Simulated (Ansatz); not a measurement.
# RbSr: the cost of one run

Program: Ansatz 0.2.0. Level of theory: DFT PBE, scalar-relativistic, plane waves, PAW. These are calculated values, not measurements.

**1. Starting point**

The structure is hexagonal, space group P6/mmm (No. 191). The conventional cell has a = 3.814 Å, b = 3.814 Å, c = 6.386 Å, α = 90.00°, β = 90.00°, γ = 120.00°. Around Rb (site symmetry 6/mmm) lie 2 Sr at 3.19 Å. Around Sr (site symmetry 6/mmm) lie 2 Rb at 3.19 Å.

Coordinates:

```cif
data_structure
_symmetry_space_group_name_H-M 'P6/mmm'
_symmetry_Int_Tables_number 191
_cell_length_a 3.8145
_cell_length_b 3.8145
_cell_length_c 6.3865
_cell_angle_alpha 90.000
_cell_angle_beta 90.000
_cell_angle_gamma 120.000
_cell_volume 80.48
loop_
_atom_site_label
_atom_site_type_symbol
_atom_site_symmetry_multiplicity
_atom_site_Wyckoff_symbol
_atom_site_fract_x
_atom_site_fract_y
_atom_site_fract_z
_atom_site_occupancy
Rb1 Rb 1 a 0.00000 0.00000 0.00000 1
Sr1 Sr 1 b 0.00000 0.00000 0.50000 1
```

Recipe of the guess: random cell by space group and Wyckoff sites (P6/mmm, No. 191). The dimensions are guesses.

**2. The guess as it stands, on a coarse mesh**

input.yaml

```yaml
crystal:
  lattice:
    - [3.81448616, 0.0, 0.0]
    - [-1.90724308, 3.30344191, 0.0]
    - [0.0, 0.0, 6.38647412]
  atoms:
    - { symbol: Rb, position: [0.0, 0.0, 0.0] }
    - { symbol: Sr, position: [0.0, 0.0, 0.5] }
basis:
  ecutwfc: 420
kpoints:
  mp_grid: { grid: [6, 6, 4] }
hamiltonian:
  xc: pbe
scf:
  occupations: { method: gaussian, width: 0.1 }
  lower_state_search: "off"
output:
  forces: true
  stress: true
  eigenvalues: true
```

Command:

```bash
> ansatz run input.yaml --threads 1 --pin off --max-ram 2560MiB --backend cpu --events-out ev --progress --plain --runs-dir out
```

Q: Estimate wall time and peak memory on 1 thread of Arm Neoverse V1, shared host.

About 1.6 s, with a peak of 0.3 GiB.
